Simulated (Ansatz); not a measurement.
**SiCl2 (SMILES Cl[Si]Cl): CCSDTQ/STO-3G**

What is the electronic atomisation energy of SiCl2 at CCSDTQ/STO-3G? 

Program for the calculation: Ansatz 0.2.0.

39 further runs of the same task are left out: 5 that didn't finish, 34 set aside as unsound or not needed.

**1. The system as given**

SiCl2: 3 atoms, total charge 0, spin state singlet. SMILES: `Cl[Si]Cl`. Geometry: relaxed at PBE0-D4/def2-TZVP.

Bond lengths: Cl1–Si2 2.077 Å, Si2–Cl3 2.077 Å. Angles: Cl1–Si2–Cl3 101.3°.

**2. The energy at CCSDTQ/STO-3G**

run.yaml reads:

```yaml
basis:
  gaussian:
    orbitals: STO-3G
crystal:
  periodic: [false, false, false]
  atoms:
    - {symbol: Cl, position_ang: [0.293800, 1.603800, 0.338000]}
    - {symbol: Si, position_ang: [-0.770100, -0.010400, -0.422000]}
    - {symbol: Cl, position_ang: [0.476300, -1.593400, 0.084000]}
accuracy: high
scf:
  omitted_lower_state_checks: [cluster_reference, increment]
correlation:
  method: ccsdtq
  frozen_orbitals: {Cl: 5, Si: 5}
```

Command:

```sh
$ ansatz run run.yaml --threads 1 --pin off --max-ram 2610MiB --events-out events.jsonl --progress --plain --runs-dir runs
```

The log of the run:

```text
Warning: RAYON_NUM_THREADS=1 ignored (pool sized by the plan → 1); use --threads N
[... 11 lines left out ...]
15 core orbitals not correlated: weight in the atoms' cores, before any rotation towards them, 1.000 or more for the frozen orbitals, at most 0.000 for the correlated occupied ones
[... 27 lines left out ...]
Total energy: -32514.81923699 eV, -1194.8975676234 hartree
Checks for a lower state left out: cluster_reference, increment
```

Run time: 13 s. Hardware: 1 thread of Arm Neoverse V1, shared host; peak memory 0.49 GiB.

**3. The Cl atom at the same level**

input.yaml reads:

```yaml
crystal:
  periodic: [false, false, false]
  atoms:
    - {symbol: Cl, position_ang: [0.000000, 0.000000, 0.000000]}
basis:
  gaussian: {orbitals: STO-3G}
magnetization: {spin_polarized: true, initial_magnetization: 1}
correlation: {method: ccsdtq, frozen_orbitals: {Cl: 5}}
accuracy: high
scf: {omitted_lower_state_checks: [cluster_reference, increment]}
```

Run the same way, it converges to -454.54219 Eh (log not shown).

**4. The Si atom**

input.yaml reads:

```yaml
crystal:
  periodic: [false, false, false]
  atoms:
    - {symbol: Si, position_ang: [0.000000, 0.000000, 0.000000]}
basis:
  gaussian:
    orbitals: STO-3G
magnetization:
  spin_polarized: true
  initial_magnetization: 2
correlation:
  method: ccsdtq
  frozen_orbitals: {Si: 5}
accuracy: high
scf:
  omitted_lower_state_checks: [cluster_reference, increment]
```

Run the same way, it converges to -285.47963 Eh (log not shown).

**5. Summary of results**

At CCSDTQ/STO-3G, 15 core orbitals frozen:

| quantity | value |
| --- | --- |
| molecule: total energy | -1194.89757 Eh |
| molecule: correlation energy (15 core orbitals frozen) | -53.4 mEh |
| molecule: T1 diagnostic | 0.012 |
| Cl atom: total energy | -454.54219 Eh |
| Cl atom: correlation energy (5 core orbitals frozen) | 0.0 mEh |
| Cl atom: ⟨S²⟩ of the reference determinant | 0.750 |
| Cl atom: T1 diagnostic | 0.000 |
| Si atom: total energy | -285.47963 Eh |
| Si atom: correlation energy (5 core orbitals frozen) | -13.4 mEh |
| Si atom: ⟨S²⟩ of the reference determinant | 2.000 |
| Si atom: T1 diagnostic | 0.000 |
| electronic atomisation energy | 9.076 eV |

Taking the molecule apart into free atoms costs 9.08 eV (209 kcal/mol), before zero-point energy and without spin-orbit coupling. In a minimal basis such a difference can be off by several eV, whatever the method.
